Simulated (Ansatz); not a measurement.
# Si: the cost of one run

Program: Ansatz 0.2.0. Level of theory: DFT r2SCAN, scalar-relativistic, plane waves, PAW. These are calculated values, not measurements.

**1. The system as given**

It takes space group P6_3/mmc (No. 194, hexagonal). The conventional cell has a = 2.666 Å, b = 2.666 Å, c = 4.506 Å, α = 90.00°, β = 90.00°, γ = 120.00°. Around Si (site symmetry -6m2) lie 12 Si at 2.67 to 2.73 Å.

Structure file:

```cif
data_structure
_symmetry_space_group_name_H-M 'P 1'
_symmetry_Int_Tables_number 1
_cell_length_a 2.6656
_cell_length_b 2.6656
_cell_length_c 4.5063
_cell_angle_alpha 90.000
_cell_angle_beta 90.000
_cell_angle_gamma 120.000
_cell_volume 27.73
loop_
_atom_site_label
_atom_site_type_symbol
_atom_site_fract_x
_atom_site_fract_y
_atom_site_fract_z
_atom_site_occupancy
Si1 Si 0.33333 0.66667 0.25000 1
Si2 Si 0.66667 0.33333 0.75000 1
```

It goes back to an entry of the Materials Project, which need not be the stable form.

The cell is taken as given, not relaxed at this level.

**2. The reference cell**

The reference gives a free energy of -1276.7517 eV, pressure -1.03 GPa, largest force 0.000 eV/Å and gap on the mesh none (metal). It was computed beforehand with the settings of the runs below.

**3. Setting up energy and stress against strain**

The cell is strained by ε times the Voigt pattern (1, 1, 0, 0, 0, 0) (xx, yy, zz, yz, xz, xy; engineering shear), with fractional coordinates fixed (clamped ions). The stress on the pattern is the sum of the stress components weighted by it, tension positive.

**4. ε = -0.0600**

Contents of input.yaml:

```yaml
crystal:
  lattice:
    - [2.5056428588, 0.0, 0.0]
    - [-1.2528214294, 2.1699503686, 0.0]
    - [0.0, 0.0, 4.50626927]
  atoms:
    - { symbol: Si, position: [0.3333333333, 0.6666666667, 0.25] }
    - { symbol: Si, position: [0.6666666667, 0.3333333333, 0.75] }
basis:
  ecutwfc: 500
kpoints:
  mp_grid: { grid: [24, 24, 10] }
hamiltonian:
  xc: r2scan
scf:
  occupations: { method: gaussian, width: 0.15 }
output:
  forces: true
  stress: true
  eigenvalues: true
  write_density: true
  write_potential: true
  elf: true
  volumetric_format: npy
```

Launch:

```
$ ansatz run input.yaml --threads 1 --pin off --max-ram 2560MiB --backend cpu --events-out ev --progress --plain --runs-dir out
```

Q: Estimate wall time and peak memory on 1 thread of Intel Xeon at 2.70GHz, shared host.

About 9.3 s, with a peak of 0.46 GiB.
